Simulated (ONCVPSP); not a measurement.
# Pseudopotential generation for Lu: ONCV, Wu-Cohen

Task: generate the file, and judge it by its errors in other configurations, its logarithmic derivatives, its ghosts and its cutoff.

The numbers are computed with ONCVPSP 4.0.1 (Wu-Cohen, scalar-relativistic, spin-unpolarised reference atom).

### 1 Starting point

The settings as typed:

| Quantity | Value |
| --- | --- |
| element | lutetium (Lu, Z = 71) |
| type | optimised norm-conserving Vanderbilt (ONCV) |
| frozen core | [Kr] 4d10 |
| valence charge | 25 |
| reference configuration | 4f14 5s2 5p6 5d2 6s1 |
| partial waves | 5s+6s: rc 2.15 bohr, ncon 3, nbas 7, qcut 5 1/bohr, 3 projectors, debl 0.6 Ha; 5p: rc 1.45 bohr, ncon 4, nbas 7, qcut 4.7 1/bohr, 2 projectors, debl 2.1 Ha; 5d: rc 3.30 bohr, ncon 5, nbas 10, qcut 5.3 1/bohr, 1 projector; 4f: rc 1.20 bohr, ncon 5, nbas 9, qcut 11.7 1/bohr, local |
| local potential | the f channel |
| core correction | polynomial model core, fcfact 0.7 |

### 2 Generating the potential

File Lu.dat:

```
# ATOM AND REFERENCE CONFIGURATION
# atsym  z   nc   nv     iexc    psfile
  Lu 71.00    9    5  -118130      upf
#
#   n    l    f
    1    0    2.00
    2    0    2.00
    2    1    6.00
    3    0    2.00
    3    1    6.00
    3    2   10.00
    4    0    2.00
    4    1    6.00
    4    2   10.00
    4    3   14.00
    5    0    2.00
    5    1    6.00
    5    2    2.00
    6    0    1.00
#
# PSEUDOPOTENTIAL AND OPTIMIZATION
# lmax
    3
#
#   l,   rc,      ep,       ncon, nbas, qcut
    0    2.15    0.00    3    7    5.00
    1    1.45    0.00    4    7    4.70
    2    3.30    0.00    5   10    5.30
    3    1.20    0.00    5    9   11.70
#
# LOCAL POTENTIAL
# lloc, lpopt,  rc(5),   dvloc0
    3    5    1.20    0.00
#
# VANDERBILT-KLEINMAN-BYLANDER PROJECTORs
# l, nproj, debl
    0    3    0.60
    1    2    2.10
    2    1    2.10
    3    0    3.60
#
# MODEL CORE CHARGE
# icmod, fcfact, rcfact
    1    0.70    0.00
#
# LOG DERIVATIVE ANALYSIS
# epsh1, epsh2, depsh
   -4.00    5.00    0.02
#
# OUTPUT GRID
# rlmax, drl
    6.00    0.01
#
# TEST CONFIGURATIONS
# ncnf
    4
# nvcnf
#   n    l    f
    5
    4    3   14.00
    5    0    2.00
    5    1    6.00
    5    2    1.00
    6    0    2.00
#
    5
    4    3   14.00
    5    0    2.00
    5    1    6.00
    5    2    1.00
    6    0    1.00
#
    5
    4    3   14.00
    5    0    2.00
    5    1    6.00
    5    2    1.00
    6    0    0.00
#
    6
    4    3   14.00
    5    0    2.00
    5    1    6.00
    5    2    0.00
    6    0    2.00
    6    1    1.00
#
```

On the command line:

```sh
$ oncvpsp.x < Lu.dat > Lu.out
```

Before running it: what results should come out? Wanted: cutoffs for 1 and 0.1 mHa per electron, occupied waves; bound ghosts; GHOST(+) flags; largest test error; largest phase difference near zero energy, channels read; rms error of d²Exc/dn², without and with the model core.

As calculated:

```
                                                quantity                                                                            value
  cutoffs for 1 and 0.1 mHa per electron, occupied waves                                                                222 Ha and 248 Ha
                                            bound ghosts                                                   s at -77.81 eV, p at -87.11 eV
                                          GHOST(+) flags  p at 895 eV, d at 296 eV, d at 305 eV (1 near or above the test basis's cutoff)
                            largest test error (AE − PS)                          +14 meV, for 4f14 5s2 5p6 5d0 6s2 6p1 (1 test unsolved)
largest phase difference near zero energy, channels read                                                                        0.037 rad
 rms error of d²Exc/dn², without and with the model core                                                                4.40 and 2.30 mHa
```

What this shows: A bound ghost (s, p) makes it unfit for use: electrons can fall into a state that the atom doesn't have. The worst unpolarised test, 4f14 5s2 5p6 5d0 6s2 6p1, is off by 14 meV on 2.0 eV; by total energies transferability rates as good where solved. Atomic tests can pass in spite of a ghost, since they solve only for the levels asked. Of the tests 1 gave no usable energy difference, which is a warning in itself. The potential is very hard: the looser tolerance needs 222 Ha. At the looser tolerance the 4f wave is the slowest; 5p needs 59 Ha. Of the channels read, f scatters worst near zero energy, by up to 0.04 rad. The pseudo curves have poles with no partner nearby in the atom's: s at -2.87 Ha, p at -3.59 Ha. The program also flags highly localised states, GHOST(+) (p, d).
